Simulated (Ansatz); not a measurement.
# C2H4OSSi: the cost of one run

All numbers are computed with Ansatz 0.2.0 through its Python package. The levels of theory stand in the script.

**1. The system**

Bond lengths: O1–Si2 1.626 Å, Si2–C3 1.803 Å, Si2–C4 1.675 Å, C3–C4 1.262 Å, C4–S5 1.696 Å, O1–H6 1.011 Å, Si2–H7 1.510 Å, C3–H8 1.053 Å, S5–H9 1.317 Å. Angles: O1–Si2–C3 111.0°, O1–Si2–C4 122.8°, O1–Si2–H7 113.6°, C3–Si2–C4 42.4°, C3–Si2–H7 109.4°, C4–Si2–H7 122.8°, Si2–O1–H6 114.7°, Si2–C3–C4 63.4°, Si2–C3–H8 146.4°, C4–C3–H8 149.7°, Si2–C4–C3 74.3°, Si2–C4–S5 149.1°, C3–C4–S5 136.0°, C4–S5–H9 98.3°.

The script holds or builds the structure itself.

**2. The code**

run_methods.py

```python
"""One geometry of C2H4OSSi, method by method."""

from pathlib import Path

import ansatz as az
import numpy as np

GEOMETRY = """
O     0.38660    1.38960    1.71520
Si    0.85030    0.73600    0.30050
C     0.19340   -0.93320    0.11500
C    -0.20830   -0.07200   -0.71590
S    -1.38000   -0.01290   -1.94060
H    -0.60860    1.35520    1.89130
H     2.34760    0.70870    0.11040
H     0.24060   -1.93570    0.43480
H    -1.73300   -1.28200   -1.92790
"""

mol = az.Crystal.molecule()
for line in GEOMETRY.strip().splitlines():
    symbol, *xyz = line.split()
    mol = mol.atom(symbol, [float(v) for v in xyz])

job = mol.calculation().basis(gaussian="def2-SVP")

print("functional    E (Ha)        dipole (D)   HOMO (eV)  LUMO (eV)")
for name in ["pbe0", "blyp", "hse06", "hf", "revpbe", "r2scan0"]:
    r = job.functional(name).forces().orbitals().run(threads=1, runs_dir="runs").report
    lines = Path(r["orbitals_path"]).read_text().splitlines()
    field_of = lambda key: [line.split("=")[1].strip() for line in lines if line.startswith(key)]
    orbitals = [(27.211386 * float(e), s, float(n)) for e, s, n in zip(field_of("Ene="), field_of("Spin="), field_of("Occup="))]
    homo = max(e for e, _, n in orbitals if n > 0.5)
    lumo = min(e for e, _, n in orbitals if n < 0.5)
    dipole = 4.803205 * np.linalg.norm(r["charge_distribution"]["dipole_moment_e_ang"])
    print(f"{name:10s} {r['free_energy_ev'] / 27.211386246:14.6f} {dipole:9.3f} {homo:11.3f} {lumo:10.3f}")
```

**3. What the engine is handed**

The package turns the script's settings into the engine's input (first run):

```yaml
crystal:
  periodic: [false, false, false]
  atoms:
    - { symbol: O, position_ang: [0.3866, 1.3896, 1.7152] }
    - { symbol: Si, position_ang: [0.8503, 0.736, 0.3005] }
    - { symbol: C, position_ang: [0.1934, -0.9332, 0.115] }
    - { symbol: C, position_ang: [-0.2083, -0.072, -0.7159] }
    - { symbol: S, position_ang: [-1.38, -0.0129, -1.9406] }
    - { symbol: H, position_ang: [-0.6086, 1.3552, 1.8913] }
    - { symbol: H, position_ang: [2.3476, 0.7087, 0.1104] }
    - { symbol: H, position_ang: [0.2406, -1.9357, 0.4348] }
    - { symbol: H, position_ang: [-1.733, -1.282, -1.9279] }
basis:
  gaussian:
    orbitals: def2-SVP
hamiltonian:
  xc: pbe0
output:
  orbitals: {}
  forces: true
```

**4. The run**

Started as:

```sh
python run_methods.py
```

What time and memory should one allow on 1 thread of Arm Neoverse V1, shared host?

About 28 s, with a peak of 0.28 GiB.
